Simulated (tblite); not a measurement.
# Be2Cl4: the cost of one run

Programs: tblite 0.8.0 and PySCF 2.14.0. All values are calculated, for the isolated system unless a continuum is named. Atoms count from 0, parts from 1.

### Step 1. Starting point

6 atoms, charge 0, multiplicity 1; geometry: rigid parts in contact. Parts: 1 = atoms 0–2, `[Cl][Be][Cl]`, charge 0; 2 = atoms 3–5, `[Cl][Be][Cl]`, charge 0.

### Step 2. Search for minima with GFN2-xTB

What the job is given:

```
{"job": {"kind": "dock", "xc": "GFN2-xTB", "basis": "xTB"}, "charge": 0, "multiplicity": 1, "parts": [{"atoms": "0-2", "charge": 0, "multiplicity": 1}, {"atoms": "3-5", "charge": 0, "multiplicity": 1}]}
Cl    -1.073745     0.930083     1.044079
Be     0.000106    -0.000027     0.000025
Cl     1.073640    -0.930056    -1.044104
Cl     1.065789     0.070909     2.871986
Be    -0.432549     0.154084     3.797391
Cl    -1.930705     0.237526     4.722700
```

With the program's defaults for keys left out, this is: GFN2-xTB search for minima from random contacts, gas phase.

Command:

```bash
> OMP_NUM_THREADS=1 python cluster_run.py task.json out
```

This one command runs all jobs of the session in turn.

Q: Estimate the wall time of this first job on 1 thread of Arm Neoverse V1, shared host.

About 2.5 s.
